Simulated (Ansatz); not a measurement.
**CH2BNO: a ladder of functionals and wavefunction methods**

One table from this session's results is given with a row withheld; the runs are named, their logs left out.

The runs use Ansatz 0.2.0, Gaussian basis; functionals in def2-TZVPP, the program's frozen cores in correlated methods.

Plan: LDA (SPW92), PBE-D4, revPBE-D4, BLYP-D4, r2SCAN-D4, B97M-V, PBE0-D4, B3LYP-D4, r2SCANh-D4, r2SCAN0-D4, HSE06-D4, BHLYP-D4, CAM-B3LYP-D4, LC-ωPBE, ωB97X-V, ωB97M-V, B2PLYP, PBE-QIDH; CCSD(T)/def2-SVP; CCSD(T)/def2-TZVPP; MP2/def2-QZVPP; extrapolation to the limit; RPA on PBE.

### The geometry

All runs share one geometry, relaxed beforehand with PBE0-D4 in a triple-zeta def2 set.

SMILES `BN=C=O`, 6 atoms, charge 0, spin multiplicity 1.

Atoms are counted from 1 here; the program's logs count them from 0.

Bond lengths: B1–N2 1.404 Å, B1–H5 1.195 Å, B1–H6 1.193 Å, N2–C3 1.196 Å, C3–O4 1.162 Å. Angles: N2–B1–H5 119.2°, N2–B1–H6 118.7°, H5–B1–H6 122.1°, B1–N2–C3 159.7°, N2–C3–O4 176.3°.

Coordinates:

```csv
atom,x (Å),y (Å),z (Å)
B1,-0.46998,0.95542,-0.14473
N2,0.22704,-0.19782,0.25011
C3,0.66889,-1.30890,0.21435
O4,1.12916,-2.37537,0.24556
H5,-1.04861,0.95858,-1.19068
H6,-0.46450,1.90410,0.57918
```

The first run:

in.yaml reads:

```yaml
crystal:
  periodic: [false, false, false]
  atoms:
    - {symbol: B, position_ang: [-0.469978, 0.955421, -0.144734]}
    - {symbol: N, position_ang: [0.227042, -0.197821, 0.250114]}
    - {symbol: C, position_ang: [0.668888, -1.308903, 0.214354]}
    - {symbol: O, position_ang: [1.129162, -2.375373, 0.245559]}
    - {symbol: H, position_ang: [-1.048612, 0.958577, -1.190677]}
    - {symbol: H, position_ang: [-0.464503, 1.904099, 0.579183]}
basis:
  gaussian: {orbitals: def2-TZVPP}
hamiltonian: {xc: lda}
output: {orbitals: {seedname: orbitals}}
```

Among the steps run: LDA; PBE-D4 (GGA); revPBE-D4 (GGA); BLYP-D4 (GGA); r2SCAN-D4 (meta-GGA); B97M-V (meta-GGA); PBE0-D4 (hybrid); B3LYP-D4 (hybrid); r2SCANh-D4 (hybrid); r2SCAN0-D4 (hybrid); HSE06-D4 (hybrid); BHLYP-D4 (hybrid); CAM-B3LYP-D4 (range-separated); LC-ωPBE-D4 (range-separated; the results give it without D4); ωB97X-V (range-separated); ωB97M-V (range-separated); B2PLYP (double hybrid); PBE-QIDH (double hybrid).

One of the session's tables, all rows but one given; the rest of the session is left out.

It belongs to the step «Orbital energies across the functionals». 

| functional | HOMO (eV) | LUMO (eV) | gap (eV) |
| --- | --- | --- | --- |
| LDA (SPW92) | -7.16 | -3.21 | 3.95 |
| PBE-D4 | -7.03 | -2.91 | 4.13 |
| revPBE-D4 | -6.98 | -2.79 | 4.19 |
| BLYP-D4 | ? | ? | ? |
| r2SCAN-D4 | -7.31 | -2.56 | 4.75 |
| B97M-V | -7.37 | -2.57 | 4.79 |
| PBE0-D4 | -8.39 | -1.93 | 6.45 |
| B3LYP-D4 | -8.18 | -2.16 | 6.03 |
| r2SCANh-D4 | -7.81 | -2.22 | 5.59 |
| r2SCAN0-D4 | -8.58 | -1.72 | 6.86 |
| HSE06-D4 | -7.99 | -2.32 | 5.67 |
| BHLYP-D4 | -9.68 | -0.89 | 8.80 |
| CAM-B3LYP-D4 | -9.77 | -0.85 | 8.92 |
| LC-ωPBE | -11.06 | 0.34 | 11.40 |
| ωB97X-V | -10.72 | 0.29 | 11.00 |
| ωB97M-V | -10.61 | 0.08 | 10.69 |

Estimate the missing values for BLYP-D4.

Worked estimate for «HOMO (eV)». Against the share of exact exchange, B3LYP-D4 (0.2, -8.18), BHLYP-D4 (0.5, -9.68) give a slope of -5.00 per unit share; at 0 the line stands at -7.18.

As computed: HOMO (eV): -6.94; LUMO (eV): -2.76; gap (eV): 4.18. In «HOMO (eV)» the line misses by -0.24.
